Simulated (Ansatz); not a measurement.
# AgRhI6: the cost of one run

Method: DFT PBE, scalar-relativistic, plane waves, PAW, in Ansatz 0.2.0.

### Step 1. The starting structure

Symmetry: Fm-3m, No. 225, cubic system. Conventional cell: a = 11.700 Å, b = 11.700 Å, c = 11.700 Å, α = 90.00°, β = 90.00°, γ = 90.00°. Ag (site symmetry m-3m) has 6 I at 3.01 Å in its first shell of neighbours. Rh (site symmetry m-3m) is surrounded by 6 I at 2.84 Å. Around I (site symmetry 4mm) lie 1 Rh at 2.84 Å and 1 Ag at 3.01 Å.

As a file:

```cif
data_structure
_symmetry_space_group_name_H-M 'Fm-3m'
_symmetry_Int_Tables_number 225
_cell_length_a 11.7000
_cell_length_b 11.7000
_cell_length_c 11.7000
_cell_angle_alpha 90.000
_cell_angle_beta 90.000
_cell_angle_gamma 90.000
_cell_volume 1601.61
loop_
_atom_site_label
_atom_site_type_symbol
_atom_site_symmetry_multiplicity
_atom_site_Wyckoff_symbol
_atom_site_fract_x
_atom_site_fract_y
_atom_site_fract_z
_atom_site_occupancy
Ag1 Ag 4 a 0.00000 0.00000 0.00000 1
Rh1 Rh 4 b 0.50000 0.00000 0.00000 1
I1 I 24 e 0.25726 0.00000 0.00000 1
```

Recipe of the guess: perovskite family, tilts a0a0a0, rock order on B (Fm-3m, No. 225). Its size is a rough estimate.

### Step 2. A first look at the guess

input.yaml reads:

```yaml
crystal:
  lattice:
    - [0.0, 5.85, 5.85]
    - [5.85, 0.0, 5.85]
    - [5.85, 5.85, 0.0]
  atoms:
    - { symbol: Ag, position: [0.0, 0.0, 0.0] }
    - { symbol: Rh, position: [0.5, 0.5, 0.5], spin: 1.0 }
    - { symbol: I, position: [0.74274188, 0.25725812, 0.25725812] }
    - { symbol: I, position: [0.25725812, 0.74274188, 0.25725812] }
    - { symbol: I, position: [0.25725812, 0.25725812, 0.74274188] }
    - { symbol: I, position: [0.25725812, 0.74274188, 0.74274188] }
    - { symbol: I, position: [0.74274188, 0.25725812, 0.74274188] }
    - { symbol: I, position: [0.74274188, 0.74274188, 0.25725812] }
basis:
  ecutwfc: 420
kpoints:
  mp_grid: { grid: [4, 4, 4] }
hamiltonian:
  xc: pbe
scf:
  occupations: { method: gaussian, width: 0.1 }
  lower_state_search: "off"
output:
  forces: true
  stress: true
  eigenvalues: true
  populations: true
magnetization:
  spin_polarized: true
```

Started as:

```
$ ansatz run input.yaml --threads 1 --pin off --max-ram 2560MiB --backend cpu --events-out ev --progress --plain --runs-dir out
```

Q: Estimate wall time and peak memory on 1 thread of Arm Neoverse N1, shared host.

About 2.3 min, with a peak of 0.97 GiB.
